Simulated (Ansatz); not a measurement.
I need a Delta-SCF excitation of AgSbSeS, space group P4/mmm. Use Ansatz 0.2.0 through its Python package. Use (first run): PBEsol, PAW, the default cutoff (420 eV here), 1×1×1 k-points, Fermi-Dirac smearing of 0.01 eV.

```
CELL_PARAMETERS angstrom
3.95337 0.00000 0.00000
0.00000 3.95337 0.00000
0.00000 0.00000 5.78191
ATOMIC_POSITIONS crystal
Ag 0.00000 0.00000 0.00000
Sb 0.50000 0.50000 0.50000
Se 0.50000 0.50000 0.00000
S 0.00000 0.00000 0.50000
```

The script, `agsbses_dscf.py`:
```python
import ansatz as az

system = (
    az.Lattice.from_parameters(3.953368, 3.953368, 5.781907, alpha=90, beta=90, gamma=90)
    .space_group(123, hermann_mauguin="P4/mmm")
    .atom("Ag", (0.0, 0.0, 0.0))
    .atom("Sb", (0.5, 0.5, 0.5))
    .atom("Se", (0.5, 0.5, 0.0))
    .atom("S", (0.0, 0.0, 0.5))
)

ground = (
    system.calculation()
    .functional("pbesol")
    .kpoints(1, 1, 1)
    .occupations("fermi_dirac", width=0.01)
    .scf(extra_bands=4)
    .band_table()
)
excited = ground.excitation(hole_k=0, hole_band="v1", hole_track="overlap", particle_k=0, particle_band="c1", particle_track="overlap")
low, high = ground.run(threads=1, pin="off").report, excited.run(threads=1, pin="off").report
share = low["kweights"][0]
top = round(low["n_electrons"] / 2)
print("Kohn-Sham gap at the first k-point:", round(low["eigenvalues_ev"][0][top] - low["eigenvalues_ev"][0][top - 1], 3), "eV")
print("energy difference per cell:", round(high["lagrangian_ev"] - low["lagrangian_ev"], 4), "eV; weight of the point", round(share, 4))
print("per electron moved:", round((high["lagrangian_ev"] - low["lagrangian_ev"]) / share, 3), "eV")
```

Output of `python agsbses_dscf.py`:
```text
DeckWarning: basis.ecutwfc = 420 eV, auto-derived from the records' recommended cutoffs: set by Ag (normal level)
RunWarning: ΔSCF hole: seed band 27 (bands are counted from 0) lies in a 2-fold degenerate manifold [26, 27] at 1.0e-4 eV resolution, on a gap of 9.06e-1 eV certified (the least, over the bands outside them, of the distance in energy less both bands' residual [...]
Kohn-Sham gap at the first k-point: 1.778 eV
energy difference per cell: 2.1158 eV; weight of the point 1.0
per electron moved: 2.116 eV
```
(Warnings from the package without file and line, shortened.)

Reading the output:
- Spin-orbit coupling, left out here, can change this gap by several tenths of an eV, and inverted bands can meet off the mesh.
- The computed bands are complete only to about 2.9 eV above the Fermi level.
- The k-point mesh is coarse, and energy and stress weren't tested for convergence.
- The structure comes from a database of computed cells and needn't be a stable or known phase.
- Levels are Kohn-Sham eigenvalues on this mesh, without spin-orbit coupling.
- One k-point of a small cell stands for a dense array of excitations, so this isn't the optical gap of the solid.
- Finished in 2.9 s on 1 thread of Intel(R) Xeon(R) Platinum 8488C (Sapphire Rapids) (shared host), peak memory 0.42 GiB.

(Lines on the test bed's own set-up are left out of the output.)
